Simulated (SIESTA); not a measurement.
Nb3Te, 8 atoms in the cell. The typed cell holds 8 atoms: a = 5.291 Å, b = 5.291 Å, c = 5.291 Å, α = 90.00°, β = 90.00°, γ = 90.00°. The cell comes from a database or a generator and needn't be the stable form of this composition. The cell isn't the ideal one: atoms moved at random, drawn with an rms of 0.05 Å.

- Program: SIESTA 5.4.2
- Task: single point
- Functional: PBEsol
- Potentials or basis: PseudoDojo 0.4 standard (PBEsol files)
- Basis: DZP (energy shift 0.003 Ry; two zetas on semicore shells)
- Grid cutoff: 800 Ry
- Energy shift: 0.003 Ry
- k mesh: 5 × 5 × 5
- Occupations: fermi-dirac, width 0.05 eV
- Spin: no spin polarisation

Potentials or basis: PseudoDojo 0.4 standard (PBEsol files), DZP (energy shift 0.003 Ry; two zetas on semicore shells).

Launch:

```bash
$ siesta < Nb3Te.fdf > Nb3Te.out 2>&1
```

Hardware: 1 thread of Intel(R) Xeon(R) 6975P-C (Granite Rapids), with other jobs on the host.

Task: How long does it take, and how much memory?

Result: It took 5.6 min on 1 thread of Intel(R) Xeon(R) 6975P-C (Granite Rapids) (shared host), peak memory 1.1 GiB. Counts: scf iterations 13, k points 63, bands 184.
